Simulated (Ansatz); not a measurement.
Turn this script for the Python package of Ansatz (0.2.0) into the input file that the command-line program reads.

`opt_ch4bfo.py`:
```python
"""Relax the CH4BFO molecule."""

import itertools

import ansatz
from ase.data import atomic_numbers, covalent_radii
import numpy as np

BASIS_SET = "def2-SVP"
FUNCTIONAL = "PBE"

GEOMETRY = """
B    -0.20300    1.11990    0.06510
C     0.09670   -0.35620   -0.24960
O    -0.11270   -1.11240    0.89790
F     1.49100   -0.42770   -0.66950
H    -0.16240    1.96400   -0.82330
H    -0.60470    1.51320    1.12980
H    -0.54320   -0.71860   -1.05240
H     0.13030   -2.03940    0.64610
"""

molecule = ansatz.Crystal.molecule()
for line in GEOMETRY.strip().splitlines():
    symbol, *xyz = line.split()
    molecule = molecule.atom(symbol, [float(v) for v in xyz])

model = (
    molecule.calculation()
    .basis(gaussian=BASIS_SET)
    .functional(FUNCTIONAL)
)
symbols = [site.symbol for site in molecule.cartesian_sites]
start = np.array([site.position_ang for site in molecule.cartesian_sites], dtype=float)
def progress(event):
    if event["event"] == "relax_step":
        row = event["data"]
        print(f"step {row['step']:3d}  E = {row['lagrangian_ev']:.6f} eV  largest force component {row['allowed_force_max_ev_ang']:.4f} eV/A")


r = model.relax(force_tolerance=0.01, max_steps=100).session().plan().execute(on_event=progress).report
end = np.array(r["positions_ang"])

print(f"E = {r['free_energy_ev']:.6f} eV = {r['free_energy_ev'] / 27.211386246:.7f} Ha")
print("converged:", r["converged"], " doubts:", r["published_state_doubts"] or "none")

# pairs closer than 1.2 times the sum of covalent radii, before or after
radius = [covalent_radii[atomic_numbers[s]] for s in symbols]
span = lambda where, i, j: np.linalg.norm(where[i] - where[j])
bonded = [(i, j) for i, j in itertools.combinations(range(len(symbols)), 2) if min(span(start, i, j), span(end, i, j)) < 1.2 * (radius[i] + radius[j])]
print("pair        before    after (A)")
for i, j in bonded:
    print(f"{symbols[i]}{i}-{symbols[j]}{j}".ljust(10), f"{span(start, i, j):8.4f} {span(end, i, j):8.4f}")
```

```console
$ python opt_ch4bfo.py
step   1  E = -6528.502400 eV  largest force component 1.7133 eV/A
step   2  E = -6528.629791 eV  largest force component 0.7797 eV/A
step   3  E = -6528.654955 eV  largest force component 0.2777 eV/A
step   4  E = -6528.660429 eV  largest force component 0.1651 eV/A
step   5  E = -6528.677966 eV  largest force component 0.3328 eV/A
step   6  E = -6528.700188 eV  largest force component 0.6302 eV/A
step   7  E = -6528.719775 eV  largest force component 0.4958 eV/A
step   8  E = -6528.772873 eV  largest force component 0.3277 eV/A
step   9  E = -6528.809749 eV  largest force component 0.6449 eV/A
step  10  E = -6528.864631 eV  largest force component 0.8998 eV/A
step  11  E = -6528.926591 eV  largest force component 0.8216 eV/A
step  12  E = -6528.567002 eV  largest force component 5.4099 eV/A
step  13  E = -6528.972367 eV  largest force component 0.3159 eV/A
step  14  E = -6528.982679 eV  largest force component 0.2243 eV/A
step  15  E = -6528.975173 eV  largest force component 0.4130 eV/A
step  16  E = -6528.987536 eV  largest force component 0.1192 eV/A
step  17  E = -6528.988810 eV  largest force component 0.0712 eV/A
step  18  E = -6528.989418 eV  largest force component 0.0339 eV/A
step  19  E = -6528.989744 eV  largest force component 0.0312 eV/A
step  20  E = -6528.990012 eV  largest force component 0.0263 eV/A
step  21  E = -6528.997836 eV  largest force component 0.4235 eV/A
step  22  E = -6529.043775 eV  largest force component 0.8405 eV/A
step  23  E = -6529.153209 eV  largest force component 1.0827 eV/A
step  24  E = -6529.325722 eV  largest force component 1.2721 eV/A
step  25  E = -6529.409862 eV  largest force component 1.4560 eV/A
step  26  E = -6529.571877 eV  largest force component 0.9786 eV/A
step  27  E = -6529.720255 eV  largest force component 0.9319 eV/A
step  28  E = -6529.940404 eV  largest force component 1.1460 eV/A
step  29  E = -6530.211033 eV  largest force component 1.5842 eV/A
step  30  E = -6530.334950 eV  largest force component 1.7706 eV/A
step  31  E = -6530.612910 eV  largest force component 0.5319 eV/A
step  32  E = -6530.742311 eV  largest force component 0.3049 eV/A
step  33  E = -6530.755698 eV  largest force component 0.5348 eV/A
step  34  E = -6530.770844 eV  largest force component 0.5412 eV/A
step  35  E = -6530.736694 eV  largest force component 1.1383 eV/A
step  36  E = -6530.775515 eV  largest force component 0.9752 eV/A
step  37  E = -6530.794498 eV  largest force component 0.2575 eV/A
step  38  E = -6530.798266 eV  largest force component 0.0271 eV/A
step  39  E = -6530.798570 eV  largest force component 0.0456 eV/A
step  40  E = -6530.798706 eV  largest force component 0.0288 eV/A
step  41  E = -6530.798756 eV  largest force component 0.0144 eV/A
step  42  E = -6530.798654 eV  largest force component 0.0441 eV/A
step  43  E = -6530.798770 eV  largest force component 0.0006 eV/A
E = -6530.798798 eV = -240.0024291 Ha
converged: True  doubts: none
pair        before    after (A)
B0-C1        1.5387   1.5729
B0-F3        2.4092   1.3371
B0-H4        1.2261   2.1799
B0-H5        1.2040   1.2189
C1-O2        1.3901   1.4145
C1-F3        1.4579   2.4956
C1-H4        2.4041   1.1250
C1-H6        1.0887   1.1249
O2-H7        0.9908   0.9732
```

`input.yaml`:
```yaml
crystal:
  periodic: [false, false, false]
  atoms:
    - { symbol: B, position_ang: [-0.203, 1.1199, 0.0651] }
    - { symbol: C, position_ang: [0.0967, -0.3562, -0.2496] }
    - { symbol: O, position_ang: [-0.1127, -1.1124, 0.8979] }
    - { symbol: F, position_ang: [1.491, -0.4277, -0.6695] }
    - { symbol: H, position_ang: [-0.1624, 1.964, -0.8233] }
    - { symbol: H, position_ang: [-0.6047, 1.5132, 1.1298] }
    - { symbol: H, position_ang: [-0.5432, -0.7186, -1.0524] }
    - { symbol: H, position_ang: [0.1303, -2.0394, 0.6461] }
basis:
  gaussian:
    orbitals: def2-SVP
hamiltonian:
  xc: pbe
relax:
  f_tol: 0.01
  max_steps: 100
```

Caveats:
- Total energies depend on the basis set; only differences at equal settings carry meaning.
- The end point is the stationary point reached from this start; no frequency run checks that it is a minimum, and the basis set is modest.
- The bonding changed during the relaxation, so the end is another isomer than the start names.
- The whole script took 100 s on 1 thread of Arm Neoverse V1 (shared host), peak memory 0.2 GiB.

(Lines on the test bed's own set-up are left out of the output.)
